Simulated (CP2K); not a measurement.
The system is Al3Au.

```xyz
4
Lattice="4.9659 0.0000 0.0000 1.6618 4.6796 0.0000 -3.3138 -2.3398 2.8643" Properties=species:S:1:pos:R:3 pbc="T T T"
Au    0.0000    0.0000    0.0000
Al    3.3138    2.3398    0.0000
Al    0.8309    2.3398    1.4321
Al    2.4829    0.0000    1.4321
```

The cell comes from a database or a generator and needn't be the stable form of this composition.

```yaml
Program: CP2K 2026.2
Task: single point
Functional: PBE
Potentials_or_basis: POTENTIAL_UZH Au GTH-PBE-q11, Al GTH-PBE-q3; TZVP-MOLOPT-PBE-GTH basis
Density_cutoff: 6803 eV
k_mesh: 9 × 9 × 9
Occupations: fermi-dirac, width 0.05 eV
Spin: no spin polarisation
```

On this cell: pressure 1.3 GPa; largest force under 0.003 eV/Å; band gap on the k mesh none (metal or under the smearing width).

The same run follows on a disturbed copy (atoms moved at random, drawn with an rms of 0.05 Å):

```
CELL_PARAMETERS angstrom
4.96588 0.00000 0.00000
1.66175 4.67959 0.00000
-3.31382 -2.33979 2.86425
ATOMIC_POSITIONS crystal
Au 0.00708 0.99517 0.00214
Al 0.50900 0.50760 0.99975
Al 0.25261 0.75989 0.49439
Al 0.73829 0.24193 0.48663
```

Problem. What does the disturbed cell give?

Solution. The energy (extrapolated to zero smearing) moves by +4.7 meV/atom; pressure 1.5 GPa; largest force 0.296 eV/Å; band gap on the k mesh none (metal or under the smearing width).

Forces in eV/Å, atoms in the order of the input:
```
Au   0.009  0.101 -0.037
Al  -0.164 -0.163 -0.037
Al  -0.056 -0.116 -0.030
Al   0.212  0.178  0.104
```

Stress tensor (GPa, compression positive):
```
 1.43 -0.17 -0.10
-0.17  1.55  0.18
-0.10  0.18  1.67
```

Caveats: the basis of atomic orbitals isn't converged, which shifts pressures, moduli and gaps.
